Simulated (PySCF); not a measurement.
# SnBr: changing the method

What do other methods print for SnBr?

The runs use PySCF 2.14.0; each script names its method and basis.

7 further runs of the same task are left out: 1 for a known fault of the program, 6 that didn't finish.

## 1. Where the work starts

SnBr: 2 atoms, charge 0, spin multiplicity 2.

Bond lengths: Sn1–Br2 2.465 Å.

## 2. The run that the others are compared with

Contents of input.py:

```python
from pyscf import gto, scf, mcscf, mrpt

mol = gto.M(
    atom='Sn 0 0 0; Br 0 0 2.465',
    basis='sto-3g',
    charge=0,
    spin=1,
    verbose=4,
)
mf = scf.ROHF(mol)
mf.kernel()
mc = mcscf.CASSCF(mf, 4, 5)
mc.kernel()
mc.analyze()
mrpt.NEVPT(mc).kernel()
mf.dip_moment()
print('orbital energies (hartree):', mf.mo_energy[..., max(0, mol.nelec[1]-3):mol.nelec[0]+3].round(4))
```

Run with:

```sh
python input.py
```

## 3. TDHF (UHF)

Run 1 changes step after the SCF: nevpt2 → tddft; SCF type: ROHF → UHF; number of roots: none → 4.

Contents of input.py:

```python
from pyscf import gto, scf, tdscf

mol = gto.M(
    atom='Sn 0 0 0; Br 0 0 2.465',
    basis='sto-3g',
    charge=0,
    spin=1,
    verbose=4,
)
mf = scf.UHF(mol)
mf.kernel()
td = tdscf.TDHF(mf)
td.nstates = 4
td.kernel()
td.analyze()
mf.dip_moment()
print('orbital energies (hartree):', [e[max(0, n-3):n+3].round(4) for e, n in zip(mf.mo_energy, mol.nelec)])
```

## 4. Revpbe (ROKS)

Run 2 changes functional: none (Hartree–Fock) → revpbe; SCF type: ROHF → ROKS; step after the SCF: nevpt2 → analyze.

Contents of input.py:

```python
from pyscf import gto, dft

mol = gto.M(
    atom='Sn 0 0 0; Br 0 0 2.465',
    basis='sto-3g',
    charge=0,
    spin=1,
    verbose=4,
)
mf = dft.ROKS(mol, xc='revpbe')
mf.kernel()
mf.analyze()
print('orbital energies (hartree):', mf.mo_energy[..., max(0, mol.nelec[1]-3):mol.nelec[0]+3].round(4))
```

## 5. Stability test (UHF)

Run 3 changes step after the SCF: nevpt2 → stability; SCF type: ROHF → UHF.

Contents of input.py:

```python
from pyscf import gto, scf

mol = gto.M(
    atom='Sn 0 0 0; Br 0 0 2.465',
    basis='sto-3g',
    charge=0,
    spin=1,
    verbose=4,
)
mf = scf.UHF(mol)
mf.kernel()
mf.stability(internal=True, external=True)
mf.dip_moment()
print('orbital energies (hartree):', [e[max(0, n-3):n+3].round(4) for e, n in zip(mf.mo_energy, mol.nelec)])
```

## 6. SCF alone

Run 4 changes step after the SCF: nevpt2 → none.

input.py: that of step 2 with these lines changed.

```diff
@@ -1,2 +1,2 @@
-from pyscf import gto, scf, mcscf, mrpt
+from pyscf import gto, scf
 
@@ -11,6 +11,2 @@
 mf.kernel()
-mc = mcscf.CASSCF(mf, 4, 5)
-mc.kernel()
-mc.analyze()
-mrpt.NEVPT(mc).kernel()
 mf.dip_moment()
```

## 7. UHF

Run 5 changes SCF type: ROHF → UHF.

Contents of input.py:

```python
from pyscf import gto, scf, mcscf, mrpt

mol = gto.M(
    atom='Sn 0 0 0; Br 0 0 2.465',
    basis='sto-3g',
    charge=0,
    spin=1,
    verbose=4,
)
mf = scf.UHF(mol)
mf.kernel()
mc = mcscf.CASSCF(mf, 4, 5)
mc.kernel()
mc.analyze()
mrpt.NEVPT(mc).kernel()
mf.dip_moment()
print('orbital energies (hartree):', [e[max(0, n-3):n+3].round(4) for e, n in zip(mf.mo_energy, mol.nelec)])
```

What does the calculation give? Wanted: for each run, E(SCF); from base; gap, α spin; SCF dipole; after the SCF.

As calculated:

| run | E(SCF) (hartree) | from base (eV) | cycles | gap, α spin (eV) | SCF dipole (D) | after the SCF |
| --- | --- | --- | --- | --- | --- | --- |
| base | -8507.972260 | 0 | 8 | n/a | 2.42 | NEVPT2 correlation -0.705 eV (from the SCF energy, the CASSCF gain included) |
| TDHF (UHF) | -8507.972906 | -0.0176 | 9 | 7.93 | 2.40 | lowest root found 1.66 eV |
| revpbe (ROKS) | -8510.727241 | not comparable | 8 | n/a | 1.27 | n/a |
| stability test (UHF) | -8507.972906 | -0.0176 | 9 | 7.93 | 2.40 | stable |
| SCF alone | -8507.972260 | 0.0000 | 8 | n/a | 2.42 | n/a |
| UHF | -8507.972906 | -0.0176 | 9 | 7.93 | 2.40 | NEVPT2 correlation -0.687 eV (from the SCF energy, the CASSCF gain included) |

In words: Total energies of different functionals can't be compared with each other; differences within one functional can.
